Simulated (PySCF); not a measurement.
# C2H8O2SiTe: the cost of one run

Computed with PySCF 2.14.0 and routines of our own; the level stands in each step. Atoms count from 0.

## 1. The starting structure

14 atoms, charge 0, multiplicity 1; geometry from: GFN2-xTB.

## 2. Optimising the geometry at PBE0-D3(BJ)/def2-SVP

The job: settings as JSON, then the geometry in Å.

```
{"job": {"xc": "PBE0", "basis": "def2-SVP", "d3": "d3bj", "grid": 1, "maxiter": 30, "shake": 0.01, "kind": "geom"}, "charge": 0, "multiplicity": 1}
C      2.361580     0.116010     0.526560
Te     1.357400     2.034210     0.223550
C     -0.230930     1.205210    -1.017520
Si    -1.149290    -0.103370    -0.071900
O     -2.800700    -0.056860    -0.314660
O     -0.964650     0.275470     1.490260
H      2.581900    -0.314110    -0.433430
H      1.712480    -0.509160     1.086300
H      3.257100     0.320590     1.088400
H     -0.840160     2.045810    -1.279020
H      0.230350     0.812630    -1.907080
H     -0.693210    -1.456260    -0.349360
H     -3.187530    -0.131780    -1.188220
H     -1.641490     0.026550     2.138360
```

Started as:

```
$ OMP_NUM_THREADS=1 python heavy_run.py task.json out
```

One launch serves the whole session: the jobs run in the order shown.

Q: Estimate the wall time and peak memory of this first job on 1 thread of AMD EPYC 9R14, shared host.

About 3.8 min, with a peak of 0.56 GiB.
